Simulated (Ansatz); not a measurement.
Below is the output of a Python script on the Python package of Ansatz (0.2.0) that makes a single point of Cu₃SbF₁₂, space group Im-3m. Write a script that gives it. Use: r2SCAN, PAW, cutoff 612 eV, 4×4×4 k-points, Fermi-Dirac smearing of 0.05 eV.

`POSCAR_cu3sbf12`
```text
Cu3SbF12
1.0
  -3.87205876    3.87205876    3.87205876
   3.87205876   -3.87205876    3.87205876
   3.87205876    3.87205876   -3.87205876
Cu Sb F
3 1 12
Direct
   0.50000000    0.50000000    0.00000000
   0.00000000    0.50000000    0.50000000
   0.50000000    0.00000000    0.50000000
   0.00000000    0.00000000    0.00000000
   0.25000000    0.50000000    0.75000000
   0.24303499    0.24303499    0.00000000
   0.00000000    0.75696501    0.75696501
   0.00000000    0.24303499    0.24303499
   0.24303499    0.00000000    0.24303499
   0.75696501    0.75696501    0.00000000
   0.75696501    0.00000000    0.75696501
   0.75000000    0.50000000    0.25000000
   0.50000000    0.75000000    0.25000000
   0.50000000    0.25000000    0.75000000
   0.75000000    0.25000000    0.50000000
   0.25000000    0.75000000    0.50000000
```

Output of `python scf_cu3sbf12.py`:
```text
density residual by iteration (eV): 2.6e-01 1.7e-01 7.9e-03 2.3e-03 7.9e-04 2.3e-04 4.5e-05 4.7e-07 1.1e-07 2.4e-09
converged          True
n_iterations       10
n_electrons        156.0
n_kpoints          8
n_pw               8007
n_symmetry_ops     48
free_energy_ev     -36105.79427724932
fermi_energy_ev    2.24730626091906
levels less the Fermi level (eV) at the first k-points
k = (0.000, 0.000, 0.000)
    -116.120 -116.120 -116.120 -72.098 -72.098 -72.098 -72.098 -72.098 -72.098 -71.577 -71.577 -71.577 -31.471 -31.471 -30.797 -30.797 -30.797 -26.082 -25.245 -25.245 -25.245 -24.228 -24.228 -23.053 -22.689 -22.689 -22.689 -22.657 -22.657 -10.842 -7.689 -7.689 -7.689 -6.593 -6.593 -5.731 -5.731 -5.562 -5.542 -5.542 -5.542 -4.972 -4.972 -4.972 -4.546 -4.546 -4.546 -4.334 -4.334 -4.334 -4.114 -4.114 -4.114 -3.828 -3.828 -3.828 -2.451 -2.451 -2.451 -2.449 -2.449 -2.449 -2.379 -2.379 -2.379 -2.072 -2.072 -2.072 -1.447 -1.385 -1.385 -1.080 -1.080 -1.080 -1.053 -1.053 -1.053 0.194 0.194 1.333 3.076 7.305 8.906 8.906 8.906 10.355 10.668 10.668 10.668 11.274 11.274 11.844 11.844 11.844
k = (0.000, 0.000, 0.250)
    -116.120 -116.120 -116.120 -72.098 -72.098 -72.098 -72.098 -72.098 -72.098 -71.577 -71.577 -71.577 -31.471 -31.470 -30.797 -30.797 -30.797 -26.070 -25.265 -25.261 -25.245 -24.224 -24.208 -23.016 -22.779 -22.721 -22.689 -22.625 -22.600 -10.785 -7.941 -7.892 -7.686 -6.383 -6.239 -5.699 -5.652 -5.493 -5.485 -5.482 -5.432 -5.093 -5.018 -5.018 -4.749 -4.728 -4.592 -4.562 -4.438 -4.376 -4.209 -3.991 -3.895 -3.794 -3.785 -3.776 -2.728 -2.686 -2.665 -2.601 -2.496 -2.468 -2.463 -2.357 -2.155 -1.879 -1.814 -1.764 -1.317 -1.186 -1.164 -1.158 -1.152 -1.071 -1.066 -1.062 -0.886 0.044 0.057 1.082 3.302 7.141 8.783 8.788 8.896 10.186 10.289 10.497 10.845 10.901 11.180 12.528 12.643 13.168
k = (0.000, 0.000, -0.500)
    -116.120 -116.120 -116.120 -72.098 -72.098 -72.098 -72.098 -72.098 -72.098 -71.577 -71.577 -71.577 -31.470 -31.470 -30.797 -30.797 -30.797 -26.059 -25.284 -25.276 -25.245 -24.221 -24.189 -22.949 -22.866 -22.741 -22.689 -22.607 -22.576 -10.724 -8.121 -8.067 -7.683 -6.183 -5.944 -5.653 -5.526 -5.429 -5.396 -5.305 -5.303 -5.155 -5.092 -5.006 -4.992 -4.970 -4.869 -4.692 -4.538 -4.501 -4.135 -3.920 -3.862 -3.774 -3.737 -3.726 -2.827 -2.824 -2.805 -2.676 -2.521 -2.513 -2.501 -2.362 -1.936 -1.683 -1.542 -1.466 -1.359 -1.333 -1.328 -1.276 -1.225 -1.070 -1.062 -0.527 -0.395 -0.350 0.017 0.665 3.517 7.093 8.503 8.617 8.686 10.048 10.378 10.463 10.866 11.015 11.458 12.924 12.978 13.276
k = (0.000, 0.250, 0.250)
    -116.120 -116.120 -116.120 -72.098 -72.098 -72.098 -72.098 -72.098 -72.098 -71.577 -71.577 -71.577 -31.470 -31.470 -30.797 -30.797 -30.797 -26.059 -25.281 -25.263 -25.262 -24.213 -24.197 -22.953 -22.852 -22.769 -22.657 -22.625 -22.572 -10.726 -8.096 -7.917 -7.894 -6.045 -5.967 -5.708 -5.585 -5.447 -5.403 -5.371 -5.239 -5.200 -5.063 -5.052 -4.927 -4.862 -4.801 -4.738 -4.545 -4.489 -4.063 -3.932 -3.884 -3.867 -3.767 -3.763 -2.825 -2.786 -2.777 -2.703 -2.679 -2.654 -2.225 -2.197 -2.019 -1.784 -1.580 -1.560 -1.335 -1.323 -1.187 -1.169 -1.152 -1.136 -0.891 -0.846 -0.523 -0.262 0.086 0.685 3.500 7.216 8.057 8.553 9.167 10.097 10.298 10.533 10.715 10.874 11.616 12.987 13.026 13.345
k = (0.250, 0.250, 0.250)
    -116.120 -116.120 -116.120 -72.098 -72.098 -72.098 -72.098 -72.098 -72.098 -71.577 -71.577 -71.577 -31.470 -31.470 -30.797 -30.797 -30.797 -26.050 -25.280 -25.280 -25.280 -24.189 -24.189 -22.871 -22.871 -22.871 -22.607 -22.607 -22.607 -10.646 -8.091 -8.091 -8.091 -5.654 -5.654 -5.596 -5.596 -5.596 -5.174 -5.174 -5.174 -5.110 -5.110 -5.110 -4.988 -4.988 -4.988 -4.808 -4.808 -4.808 -3.978 -3.920 -3.920 -3.920 -3.786 -3.786 -2.848 -2.848 -2.848 -2.781 -2.781 -2.781 -2.034 -2.034 -1.838 -1.573 -1.411 -1.411 -1.335 -1.335 -1.335 -1.333 -1.333 -1.333 -0.466 -0.466 -0.466 0.023 0.023 0.023 3.403 7.680 7.680 7.680 9.550 10.425 10.425 10.425 11.168 11.168 11.168 13.282 13.282 13.715
k = (0.250, 0.250, -0.250)
    -116.120 -116.120 -116.120 -72.098 -72.098 -72.098 -72.098 -72.098 -72.098 -71.577 -71.577 -71.577 -31.471 -31.470 -30.797 -30.797 -30.797 -26.068 -25.280 -25.245 -25.245 -24.237 -24.205 -22.985 -22.828 -22.689 -22.689 -22.672 -22.560 -10.799 -8.098 -7.682 -7.682 -6.407 -6.185 -5.783 -5.641 -5.525 -5.412 -5.412 -5.291 -5.264 -5.034 -5.034 -4.829 -4.829 -4.701 -4.416 -4.394 -4.394 -4.341 -3.832 -3.829 -3.829 -3.751 -3.751 -2.772 -2.772 -2.654 -2.500 -2.500 -2.452 -2.354 -2.337 -2.337 -2.071 -1.606 -1.606 -1.414 -1.301 -1.301 -1.141 -1.081 -1.066 -1.066 -1.050 -0.678 -0.164 0.125 0.958 3.554 7.240 8.660 8.660 9.305 9.493 10.286 10.356 10.356 10.589 12.151 12.930 13.171 13.171
{'e_kinetic': 3580.612, 'e_hartree': 12539.882, 'e_xc': -1317.576, 'e_local': -29462.877, 'e_nonlocal': 2425.407}
states below E_F: 155.828
grid (60, 60, 60) electrons 156.0
density range 0.0008 to 70.2824 e/A^3
[[23.689  1.042  0.064  0.007  0.001  0.002  0.018  0.166  7.313]
 [ 1.042  0.902  0.662  0.054  0.004  0.003  0.011  0.086  0.376]
 [ 0.064  0.662 13.386  0.884  0.031  0.022  0.011  0.019  0.05 ]
 [ 0.007  0.054  0.884  0.663  0.337  0.115  0.042  0.008  0.005]
 [ 0.001  0.004  0.031  0.337 37.107  2.523  0.067  0.01   0.002]
 [ 0.002  0.003  0.022  0.115  2.523  2.849  0.192  0.038  0.004]
 [ 0.018  0.011  0.011  0.042  0.067  0.192  4.706  1.625  0.048]
 [ 0.166  0.086  0.019  0.008  0.01   0.038  1.625  4.349  0.338]
 [ 7.313  0.376  0.05   0.005  0.002  0.004  0.048  0.338  5.168]]
```

The script that was run (others could print the same):

Script `scf_cu3sbf12.py`:
```python
'''Self-consistent field of Cu3SbF12 at the given structure.'''

import warnings

import ansatz as az
from ase.io import read
import matplotlib.pyplot as plt
import numpy as np


def main() -> None:
    warnings.simplefilter('ignore', az.DeckWarning)

    atoms = read('POSCAR_cu3sbf12', format='vasp')
    xtal = az.Crystal.from_ase(atoms)

    # settings of the run
    calc = (
        xtal.calculation()
        .occupations('fermi_dirac', width=0.05)  # smearing steadies the SCF of a metal
        .basis(45 * az.Ry)
        .functional(az.Functional.R2SCAN)
        .kpoints(4, 4, 4, center='gamma')  # sampling of the Brillouin zone
        .band_table()
        .density_of_states(energy_step=0.2, nscf_kmesh_spacing=0.2)
        .density()
    )
    history = []
    res = calc.session().plan().execute(on_event=lambda event: history.append(event['data']['dr2_ev']) if event['event'] == 'scf_iter' else None)
    data = res.report
    print('density residual by iteration (eV):', ' '.join(f'{value:.1e}' for value in history[:40]))

    for key in ('converged', 'n_iterations', 'n_electrons', 'n_kpoints', 'n_pw', 'n_symmetry_ops', 'free_energy_ev', 'fermi_energy_ev'):
        print(f'{key:18s} {data[key]}')

    fermi = data['fermi_energy_ev']
    print('levels less the Fermi level (eV) at the first k-points')
    for k, levels in list(zip(data['kpoints_frac'], data['eigenvalues_ev']))[:6]:
        print('k = ({:.3f}, {:.3f}, {:.3f})'.format(*k))
        print('   ', ' '.join(f'{e - fermi:.3f}' for e in levels))

    terms = data['components']
    print({name: round(terms[name], 3) for name in ('e_kinetic', 'e_hartree', 'e_xc', 'e_local', 'e_nonlocal')})

    dos = res.density_of_states()
    energy = np.asarray(dos.energies_ev) - dos.fermi_ev
    top = min(levels[-1] for levels in data['eigenvalues_ev']) - dos.fermi_ev  # the computed bands end here
    fig, ax = plt.subplots(figsize=(5, 3.2))
    for spin, channel in enumerate(dos.channels):
        ax.plot(energy, (-1) ** spin * np.asarray(channel.g_bin_mean_per_ev), lw=1)
    ax.axvline(0, color='k', ls=':')
    ax.set(xlim=(-8, min(6, top)), xlabel='E - E_F (eV)', ylabel='states/eV', title='Cu3SbF12')
    fig.tight_layout()
    fig.savefig('dos.png', dpi=100)
    print('states below E_F:', round(float(np.interp(0.0, energy, dos.spin_summed_integrated)), 3))

    rho = res.density()
    total = sum(ch.density_e_per_ang3 for ch in rho.channels[:2]) if len(rho.channels) < 3 else rho.channels[0].density_e_per_ang3
    print('grid', rho.dims, 'electrons', round(float(total.mean() * rho.cell_volume_ang3), 4))
    print(f'density range {total.min():.4f} to {total.max():.4f} e/A^3')
    print(np.array2string(total[:: max(rho.dims[0] // 8, 1), :: max(rho.dims[1] // 8, 1), 0], precision=3, suppress_small=True))


if __name__ == '__main__':
    main()
```

Caveats:
- Absolute energies stand on the zero of these potentials, so only differences at equal settings mean something. A total without «per atom» is that of the cell as typed.
- Spin is left out of this run.
- The energy terms are those on the plane-wave grid, with the one-centre PAW part apart; the terms shown are only some of the summands, so they needn't add up to F.
- The count of states below the Fermi level is interpolated on the energy grid.
- The mesh is modest for a metal, so energies can be off by several to tens of meV an atom and pressures by half a GPa or more; differences at equal mesh fare better.
- The zero of the levels is a convention of the potentials, so an absolute Fermi energy is no work function.
- Without a Hubbard U or exact exchange, semilocal functionals often make such 3d compounds metallic or too weakly gapped.
- Densities and potentials on the grid are those of the valence electrons, and inside the cores they hang on the potentials used.
- This cell is a computed structure, which may not be the phase found in nature.
- Gaps and levels are Kohn-Sham values on a finite set of k-points, without spin-orbit coupling.
- The density of states is complete only as far up as bands were computed.
- By the engine's processor time: 47 s on 1 thread of Intel(R) Xeon(R) Processor @ 2.30GHz, with other jobs on the host, peak memory 1.7 GiB.
